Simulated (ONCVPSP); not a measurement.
**Pseudopotential generation for Si: ONCV, PBE**

Aim: build the potential from the settings below, then test how well it stands in for the atom: other configurations, scattering, ghost states and the plane-wave cutoff that it needs.

Program: ONCVPSP 4.0.1.1 (patched build). Reference atom: PBE, scalar-relativistic, spherical and spin-unpolarised. All values are calculated.

## Step 1: Starting point

Typed settings, in words:

| Item | Value |
| --- | --- |
| element | silicon (Si, Z = 14) |
| type | optimised norm-conserving Vanderbilt (ONCV) |
| frozen core | [He] |
| valence charge | 12 |
| reference configuration | 2s2 2p6 3s2 3p2 |
| partial waves | 2s+3s: rc 1.15 bohr, ncon 3, nbas 6, qcut 9.3 1/bohr, 2 projectors; 2p+3p: rc 1.00 bohr, ncon 4, nbas 7, qcut 14.1 1/bohr, 2 projectors; d scattering state at 0.41 Ha: rc 0.90 bohr, ncon 5, nbas 10, qcut 10.3 1/bohr, 2 projectors, debl 2.9 Ha |
| local potential | polynomial inside 0.60 bohr (lpopt 5, dvloc0 4 Ha) |
| core correction | Teter function, fcfact 1.75, rcfact 1.15 |

The outer shells as boxes (Hund's rule for the drawing; the calculation is spin-unpolarised):

```
[He] core
2s [↑↓]
2p [↑↓][↑↓][↑↓]
3s [↑↓]
3p [↑ ][↑ ][  ]
```

## Step 2: The generation run

Input file Si.dat:

```
# ATOM AND REFERENCE CONFIGURATION
# atsym  z   nc   nv     iexc    psfile
  Si 14.00    1    4        4      upf
#
#   n    l    f
    1    0    2.00
    2    0    2.00
    2    1    6.00
    3    0    2.00
    3    1    2.00
#
# PSEUDOPOTENTIAL AND OPTIMIZATION
# lmax
    2
#
#   l,   rc,      ep,       ncon, nbas, qcut
    0    1.15    0.00    3    6    9.30
    1    1.00    0.00    4    7   14.10
    2    0.90    0.41    5   10   10.30
#
# LOCAL POTENTIAL
# lloc, lpopt,  rc(5),   dvloc0
    4    5    0.60    4.00
#
# VANDERBILT-KLEINMAN-BYLANDER PROJECTORs
# l, nproj, debl
    0    2    3.30
    1    2    2.40
    2    2    2.90
#
# MODEL CORE CHARGE
# icmod, fcfact, rcfact
    3    1.75    1.15
#
# LOG DERIVATIVE ANALYSIS
# epsh1, epsh2, depsh
   -7.00    5.00    0.04
#
# OUTPUT GRID
# rlmax, drl
    6.00    0.01
#
# TEST CONFIGURATIONS
# ncnf
    4
# nvcnf
#   n    l    f
    4
    2    0    2.00
    2    1    6.00
    3    0    2.00
    3    1    1.00
#
    4
    2    0    2.00
    2    1    6.00
    3    0    2.00
    3    1    0.00
#
    4
    2    0    2.00
    2    1    6.00
    3    0    1.00
    3    1    0.00
#
    4
    2    0    2.00
    2    1    5.00
    3    0    2.00
    3    1    2.00
#
```

Command:

```bash
oncvpsp.x < Si.dat > Si.out
```

Q: Predict the outcome of this session. Wanted: cutoffs for 1 and 0.1 mHa per electron, occupied waves; bound ghosts; GHOST(+) flags; largest test error; largest phase difference near zero energy, channels read; rms error of d²Exc/dn², without and with the model core.

**Answer**, as computed:

```
                                                quantity                          value
  cutoffs for 1 and 0.1 mHa per electron, occupied waves                80 Ha and 89 Ha
                                            bound ghosts                     none found
                                          GHOST(+) flags             none at low energy
                            largest test error (AE − PS)  +596 meV, for 2s2 2p5 3s2 3p2
largest phase difference near zero energy, channels read                      0.000 rad
 rms error of d²Exc/dn², without and with the model core              1.16 and 1.23 mHa
```

**Reading.** The worst unpolarised test, 2s2 2p5 3s2 3p2, is off by 596 meV on 110.0 eV; by total energies transferability rates as poor. That test lies far up in energy; among those under 40 eV, nearer to bonding, the largest error is 2.8 meV. The potential is very hard: the looser tolerance needs 80 Ha. The program's ghost test flags no bound state. Near zero energy the phases of the channels with partial waves agree within 0.001 rad. All of this concerns the isolated atom, not yet a solid.
